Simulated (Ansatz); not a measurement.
# InSe: the cost of one run

Computed with Ansatz 0.2.0 (DFT LDA, scalar-relativistic, plane waves, PAW, and further levels as typed in the inputs, unless a step's input says otherwise).

### Step 1. The system as given

It takes space group P3m1 (No. 156, trigonal). The conventional cell has a = 4.000 Å, b = 4.000 Å, c = 31.700 Å, α = 90.00°, β = 90.00°, γ = 120.00°. Se (site symmetry 3m) is surrounded by 3 In at 2.65 Å. Around In (site symmetry 3m) lie 3 Se at 2.65 Å and 1 In at 2.79 Å.

Coordinates:

```
CELL_PARAMETERS angstrom
4.00000 0.00000 0.00000
-2.00000 3.46410 0.00000
0.00000 0.00000 31.70000
ATOMIC_POSITIONS crystal
Se 0.33333 0.66667 0.28391
In 0.00000 0.00000 0.32476
In 0.00000 0.00000 0.41278
Se 0.33333 0.66667 0.45363
Se 0.00000 0.00000 0.54637
In 0.66667 0.33333 0.58722
In 0.66667 0.33333 0.67524
Se 0.00000 0.00000 0.71609
```

### Step 2. Relaxing the atoms: In4Se4 sheet, no spin

input.yaml reads:

```yaml
crystal:
  lattice:
    - [4.0, 0.0, 0.0]
    - [-2.0, 3.4641016151, 0.0]
    - [0.0, 0.0, 31.7]
  atoms:
    - { symbol: Se, position: [0.3333333333, 0.6666666667, 0.2839116719] }
    - { symbol: In, position: [0.0, 0.0, 0.3247634069] }
    - { symbol: In, position: [0.0, 0.0, 0.4127760252] }
    - { symbol: Se, position: [0.3333333333, 0.6666666667, 0.4536277603] }
    - { symbol: Se, position: [0.0, 0.0, 0.5463722397] }
    - { symbol: In, position: [0.6666666667, 0.3333333333, 0.5872239748] }
    - { symbol: In, position: [0.6666666667, 0.3333333333, 0.6752365931] }
    - { symbol: Se, position: [0.0, 0.0, 0.7160883281] }
  periodic: [true, true, false]
scf:
  occupations: { method: gaussian, width: 0.02 }
  n_extra_bands: 6
output:
  forces: true
  stress: false
  write_density: true
  write_potential: true
  elf: true
  volumetric_format: npy
kpoints:
  mp_grid: { grid: [10, 10, 1] }
hamiltonian:
  xc: lda
relax:
  f_tol: 0.004
  max_steps: 100
```

Launch:

```bash
> ansatz run input.yaml --threads 8 --pin off --max-ram 24576MiB --backend cpu --events-out ev --progress --plain --runs-dir out
```

**Question.** How long does this run take on 8 threads of Intel Xeon at 2.50GHz (Skylake/Cascade Lake), shared host, and how much memory does it need?

About 80 s, with a peak of 2.3 GiB.
